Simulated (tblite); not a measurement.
# C4H10AlCl (aluminum, chlorodiethyl-): the cost of one run

Programs: tblite 0.8.0 and PySCF 2.14.0, with routines of our own; each step states its level. All values are computed. Atoms count from 0.

### Step 1. The system as given

16 atoms, charge 0, multiplicity 1; geometry from: start built from the parent or by distance geometry.

### Step 2. Relaxing the molecule with GFN2-xTB

What the job is given:

```
{"job": {"kind": "relax", "xc": "GFN2-xTB", "basis": "xTB"}, "charge": 0, "multiplicity": 1}
C      2.302300    -0.870900     0.283200
C      1.594900     0.383600    -0.297200
Al    -0.002000     0.847200     0.789700
Cl     0.157700     1.334900     2.918000
C     -1.818200     0.838800    -0.080800
C     -2.149300    -0.531800    -0.674000
H      2.608900    -0.680100     1.325400
H      3.193000    -1.096400    -0.317100
H      1.601400    -1.739000     0.257300
H      1.289700     0.184500    -1.319400
H      2.304300     1.228000    -0.258400
H     -2.589700     1.116600     0.660600
H     -1.826800     1.599000    -0.890500
H     -2.143900    -1.294200     0.134000
H     -1.392200    -0.799400    -1.429200
H     -3.145300    -0.502900    -1.124500
```

Run with:

```sh
OMP_NUM_THREADS=1 python redox_run.py task.json out
```

One launch serves the whole session: the jobs run in the order shown.

Q: Estimate the wall time of this first job on 1 thread of Arm Neoverse V1, shared host.

About 2.4 s.
